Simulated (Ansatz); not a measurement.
Here is an Ansatz 0.2.0 calculation.

The input input.yaml:

```yaml
crystal:
  lattice:
    - [4.27531, -0.0004, 0.00636]
    - [-2.08399, 5.20775, -0.04907]
    - [-2.12377, -1.86574, 4.91491]
  atoms:
    - { symbol: H, position: [0.99073, 0.0333, 0.90994] }
    - { symbol: Pb, position: [0.50274, 0.81989, 0.14287] }
    - { symbol: "N", position: [0.00838, 0.47408, 0.50265] }
    - { symbol: O, position: [0.99816, 0.92741, 0.02877] }
    - { symbol: O, position: [0.19467, 0.73435, 0.60852] }
    - { symbol: O, position: [0.81673, 0.35882, 0.24556] }
    - { symbol: O, position: [0.01381, 0.33121, 0.65217] }
hamiltonian:
  xc: blyp
  pseudopotentials: { kind: paw }
kpoints:
  mp_grid: { grid: [8, 6, 6] }
  band_path:
    path:
      - [[0.0, 0.5, 0.0], [0.0, 0.0, 0.0], [0.0, 0.0, -0.5]]
      - [[0.0, 0.5, -0.5], [0.0, 0.0, 0.0], [-0.5, 0.0, 0.5]]
      - [[-0.5, 0.5, 0.5], [0.0, 0.0, 0.0], [-0.5, 0.0, 0.0]]
      - [[-0.5, 0.5, 0.0], [0.0, 0.0, 0.0]]
    npoints: 10
scf:
  occupations: { method: fermi_dirac, width: 0.05 }
  n_extra_bands: 17
output:
  forces: true
  stress: true
  eigenvalues: true
  fatbands: false
```

Potentials or basis: Ansatz PAW.

Run with:

```console
$ ansatz run input.yaml --threads 8 --pin off --max-ram 20480MiB --backend cpu --events-out ev --progress --plain --runs-dir out
```

What does it give for the band gap on the k mesh?

2.79 eV, indirect (least direct gap 3.12 eV).

Estimate the largest force.

0.363 eV/Å.

Estimate the pressure.

1.9 GPa.

Stress tensor (GPa, compression positive):
```
1.55 0.02 0.03
0.02 2.06 0.11
0.03 0.11 2.23
```

Caveat: the pressure holds a Pulay correction of +0.7 GPa for the finite cutoff; spin-orbit coupling is left out, which as a rule narrows the gap of such compounds by several tenths of an eV; the PAW data sets come from PBE, with cores solved anew for the run's functional, which leaves a small shift of forces and pressure. As with any semilocal functional, this BLYP gap is likely too small.
